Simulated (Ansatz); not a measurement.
**2 structures of Al3Cu: ranking of polymorphs by energy from a Python script**

Which structure of Al3Cu is lowest? Wanted for 2 structures of Al3Cu: a ranking of polymorphs by energy.

Computed with Ansatz 0.2.0, driven from Python. Level of theory: DFT r2SCAN, plane waves, PAW.

### 1 Starting point

Al3Cu P4/mmm: The structure is tetragonal, space group P4/mmm (No. 123). Conventional cell: a = 2.778 Å, b = 2.778 Å, c = 7.513 Å, α = 90.00°, β = 90.00°, γ = 90.00°. Al (site symmetry 4/mmm) is surrounded by 12 Al at 2.78 to 2.85 Å. Al (site symmetry 4mm) has 4 Cu at 2.60 Å and 8 Al at 2.78 to 2.85 Å as nearest neighbours. Around Cu (site symmetry 4/mmm) lie 8 Al at 2.60 Å and 4 Cu at 2.78 Å.

Al3Cu Pm-3m: Symmetry: Pm-3m, No. 221, cubic system. The conventional cell has a = 3.924 Å, b = 3.924 Å, c = 3.924 Å, α = 90.00°, β = 90.00°, γ = 90.00°. Al (site symmetry 4/mmm) is surrounded by 8 Al at 2.77 Å and 4 Cu at 2.77 Å. Around Cu (site symmetry m-3m) lie 12 Al at 2.77 Å.

No structure file is read: the coordinates are typed or built in the script.

### 2 The code

The input, al3cu_polymorphs.py:

```python
import csv
import warnings

import ansatz as az
import numpy as np
import spglib

SCF_TOL = 1e-06
CUTOFF_EV = 450
XC = "r2scan"
K_SPACING = 0.3
FILLING = "gaussian"
SIGMA = 0.1

PHASES = {
    "P4/mmm": (
        [(2.778405, 0.0, 0.0), (0.0, 2.778405, 0.0), (0.0, 0.0, 7.513403)],
        [
            ("Al", (0.0, 0.0, 0.5)),
            ("Al", (0.5, 0.5, 0.226116)),
            ("Al", (0.5, 0.5, 0.773884)),
            ("Cu", (0.0, 0.0, 0.0)),
        ],
    ),
    "Pm-3m": (
        [(3.924151, 0.0, 0.0), (0.0, 3.924151, 0.0), (0.0, 0.0, 3.924151)],
        [
            ("Al", (0.0, 0.5, 0.5)),
            ("Al", (0.5, 0.0, 0.5)),
            ("Al", (0.5, 0.5, 0.0)),
            ("Cu", (0.0, 0.0, 0.0)),
        ],
    ),
}


def build(vectors, sites):
    crystal = az.Crystal(lattice=az.Lattice.of(vectors))
    for symbol, position in sites:
        crystal = crystal.atom(symbol, position)
    return crystal


def solve(name, crystal):
    calc = (
        crystal.calculation()
        .scf(tolerance=SCF_TOL)
        .basis(CUTOFF_EV)
        .functional(XC)
        .kpoints(spacing=K_SPACING)
        .occupations(FILLING, width=SIGMA)
        .stress()
        .band_table()
    )
    calc = calc.relax(force_tolerance=0.02, cell=True)
    return calc.run(threads=1)


def volume_per_atom(outcome):
    return abs(np.linalg.det(outcome.lattice.cell_ang)) / len(outcome.lattice.sites)


def space_group(outcome):
    sites = outcome.report["lattice"]["sites"]
    kinds = sorted({site["symbol"] for site in sites})
    cell = (outcome.lattice.cell_ang, [site["position_frac"] for site in sites], [kinds.index(site["symbol"]) for site in sites])
    return spglib.get_spacegroup(cell, symprec=0.01)


def main() -> None:
    warnings.simplefilter("ignore")

    phases = {name: build(*cell) for name, cell in PHASES.items()}

    done = {}
    for name, crystal in phases.items():
        try:
            done[name] = solve(name, crystal)
        except az.NonConvergedError as error:
            print(name, "did not converge:", str(error)[:120])

    energy = {name: o.report["energy_sigma0_ev"] / len(o.lattice.sites) for name, o in done.items()}
    lowest = min(energy.values())
    rows = [(name, len(o.lattice.sites), 1000 * (energy[name] - lowest), volume_per_atom(o), space_group(o)) for name, o in done.items()]
    rows.sort(key=lambda row: row[2])
    with open("polymorphs.csv", "w", newline="") as handle:
        writer = csv.writer(handle)
        writer.writerow(["phase", "atoms", "dE (meV/atom)", "V (A^3/atom)", "space group"])
        writer.writerows([round(v, 4) if isinstance(v, float) else v for v in row] for row in rows)
    print(open("polymorphs.csv").read())
    print("order:", " < ".join(row[0] for row in rows))


if __name__ == "__main__":
    main()
```

### 3 The input behind the calls

The package turns the script's settings into the engine's input (first run):

```yaml
crystal:
  lattice:
    - [2.778405, 0.0, 0.0]
    - [0.0, 2.778405, 0.0]
    - [0.0, 0.0, 7.513403]
  atoms:
    - { symbol: Al, position: [0.0, 0.0, 0.5] }
    - { symbol: Al, position: [0.5, 0.5, 0.226116] }
    - { symbol: Al, position: [0.5, 0.5, 0.773884] }
    - { symbol: Cu, position: [0.0, 0.0, 0.0] }
basis:
  ecutwfc: 450.0
kpoints:
  mp_grid:
    kspacing: 0.3
hamiltonian:
  xc: r2scan
scf:
  convergence:
    dr2_threshold: 1.0e-06
  occupations:
    method: gaussian
    width: 0.1
relax:
  f_tol: 0.02
  cell: {}
output:
  stress: true
  eigenvalues: true
```

### 4 Launch

The run is started by

```sh
$ python al3cu_polymorphs.py
```

Output:

```text
phase,atoms,dE (meV/atom),V (A^3/atom),space group
P4/mmm,4,0.0,14.6086,P4/mmm (123)
Pm-3m,4,58.9714,14.6575,Pm-3m (221)

order: P4/mmm < Pm-3m
```

It took 16 s on 1 thread of AMD EPYC 9R45 (Zen 5), shared host; peak memory 0.56 GiB.

### 5 Inputs of later runs

The engine's inputs for the other runs:

Run 2, against run 1:

```diff
@@ -3,3 +3,3 @@
-    - [2.778405, 0.0, 0.0]
-    - [0.0, 2.778405, 0.0]
-    - [0.0, 0.0, 7.513403]
+    - [3.924151, 0.0, 0.0]
+    - [0.0, 3.924151, 0.0]
+    - [0.0, 0.0, 3.924151]
@@ -7,3 +7,3 @@
-    - { symbol: Al, position: [0.0, 0.0, 0.5] }
-    - { symbol: Al, position: [0.5, 0.5, 0.226116] }
-    - { symbol: Al, position: [0.5, 0.5, 0.773884] }
+    - { symbol: Al, position: [0.0, 0.5, 0.5] }
+    - { symbol: Al, position: [0.5, 0.0, 0.5] }
+    - { symbol: Al, position: [0.5, 0.5, 0.0] }
```

### 6 What each run gave

One row for each of the 2 runs:

| run | space group at the end | energy from run 1 (meV/atom) | final volume (Å³/atom) | pressure (GPa) | SCF cycles in all | CPU time (s) |
| --- | --- | --- | --- | --- | --- | --- |
| 1 | P4/mmm | 0.00 | 14.61 | 0.00 | 44 | 11 |
| 2 | Pm-3m | 58.97 | 14.66 | -0.02 | 24 | 4.7 |

Energies are extrapolated to zero smearing width, as in the script. 

### 7 How the relaxation of run 1 went

Relaxation path:

```csv
step,E - E(step 1) (eV/cell),largest force component (eV/Å),pressure (GPa),volume (Å³)
1,0.0000,0.1417,0.61,58.00
2,-0.0042,0.0369,-0.37,58.61
3,-0.0046,0.0100,0.02,58.43
4,-0.0047,0.0025,0.01,58.43
5,-0.0008,0.0311,0.14,58.40
6,-0.0048,0.0006,-0.04,58.46
7,-0.0049,0.0005,0.00,58.43
8,-0.0050,0.0006,0.00,58.43
```

Step 1 is the start. Step 8 repeats the geometry before it on a plane-wave basis chosen anew for that cell, so its energy need not be comparable with the rows above. Step 5 was tried and not accepted. The cutoff lies under the recommended one, as the log warns, so the cell and pressures carry a basis error.

|  | before | after | change |
| --- | --- | --- | --- |
| a (Å) | 2.778 | 2.778 | 0.0 % |
| b (Å) | 2.778 | 2.778 | 0.0 % |
| c (Å) | 7.513 | 7.569 | +0.7 % |
| volume (Å³/atom) | 14.50 | 14.61 | +0.7 % |
| shortest distance (Å) | 2.597 | 2.588 | -0.4 % |
| space group (0.01 Å) | P4/mmm | P4/mmm | same |

Forces and stress were held to the start's 16 operations: a distortion of lower symmetry was not tested.

### 8 How the relaxation of run 2 went

The steps of the relaxation:

| step | E - E(step 1) (eV/cell) | largest force component (eV/Å) | pressure (GPa) | volume (Å³) |
| --- | --- | --- | --- | --- |
| 1 | 0.0000 | 0.0000 | -3.00 | 60.43 |
| 2 | -0.0179 | 0.0000 | 0.22 | 58.50 |
| 3 | -0.0179 | 0.0000 | -0.01 | 58.63 |
| 4 | -0.0174 | 0.0000 | -0.02 | 58.63 |

Step 1 is the start. Step 4 repeats the geometry before it on a plane-wave basis chosen anew for that cell, so its energy need not be comparable with the rows above. The cutoff lies under the recommended one, as the log warns, so the cell and pressures carry a basis error.

|  | before | after | change |
| --- | --- | --- | --- |
| a (Å) | 3.924 | 3.885 | -1.0 % |
| b (Å) | 3.924 | 3.885 | -1.0 % |
| c (Å) | 3.924 | 3.885 | -1.0 % |
| volume (Å³/atom) | 15.11 | 14.66 | -3.0 % |
| shortest distance (Å) | 2.775 | 2.747 | -1.0 % |
| space group (0.01 Å) | Pm-3m | Pm-3m | same |

Forces and stress were held to the start's 48 operations: a distortion of lower symmetry was not tested.

### 9 Outcome

| quantity | value |
| --- | --- |
| runs compared | 2 |

**Reading.** Runs 1, 2: each has a cutoff under the recommended one, so what rests on them isn't a property of the system. By space group at the end of each run: P4/mmm (+0 meV an atom, 14.6 Å³) and Pm-3m (+59 meV an atom, 14.7 Å³). Notes:
- The cutoff lies under the one recommended for these potentials.
- The program warned that this SCF threshold is loose for forces or stresses.
- The ranking holds among these structures alone, at zero temperature; the ground state may be another structure. Differences under about 40 meV an atom lie within the error of mesh and functional. Whether this is the phase that is stable at ambient conditions was not tested.
